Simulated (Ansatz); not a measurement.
GdO in Ansatz: the effect of Hubbard term

GdO:

```
Gd O
1.0
     0.00000    2.70000    2.70000
     2.70000    0.00000    2.70000
     2.70000    2.70000    0.00000
Gd O
1 1
Direct
  0.00000 0.00000 0.00000
  0.75000 0.75000 0.75000
```

Alike in all runs:

| Quantity | Value |
| --- | --- |
| Program | Ansatz 0.2.0 |
| Task | band structure |
| Functional | PBE |
| Potentials or basis | Ansatz PAW |
| Cutoff | 420 eV (not typed: the program's choice for these potentials) |
| k mesh | 9 × 9 × 9 |
| Occupations | fermi-dirac, width 0.05 eV |
| Spin | collinear spin, ferromagnetic start |
| Starting moments | [7.0, 0.0] μB |
| Path | [["G", "X", "W", "K", "G", "L", "U", "W", "L", "K"], ["U", "X"]] |
| Points for each segment of the path | 14 |
| Hubbard projectors | ortho-atomic (the default) |
| Double counting | fll (the default) |

Problem. One run gave: pressure -0.6 GPa; moment 7.54 μB. Which Hubbard term did it use?
A. Gd f U = 1 eV
B. none
C. Gd f U = 6 eV
D. Gd f U = 5 eV
E. Gd f U = 8 eV

Solution. B.

| Hubbard term | pressure (GPa) | moment (μB) |
| --- | --- | --- |
| none | -0.6 | 7.54 |
| Gd f U = 1 eV | -0.6 | 7.73 |
| Gd f U = 2 eV | -0.6 | 7.84 |
| Gd f U = 3 eV | -0.5 | 7.86 |
| Gd f U = 4 eV | -0.4 | 7.91 |
| Gd f U = 5 eV | -0.3 | 7.92 |
| Gd f U = 6 eV | -0.2 | 7.93 |
| Gd f U = 8 eV | 0.0 | 7.93 |

Caveats: a cell with one magnetic atom can't hold antiferromagnetic order, which such compounds often take; the magnetic or orbital state may not be the lowest (some runs).
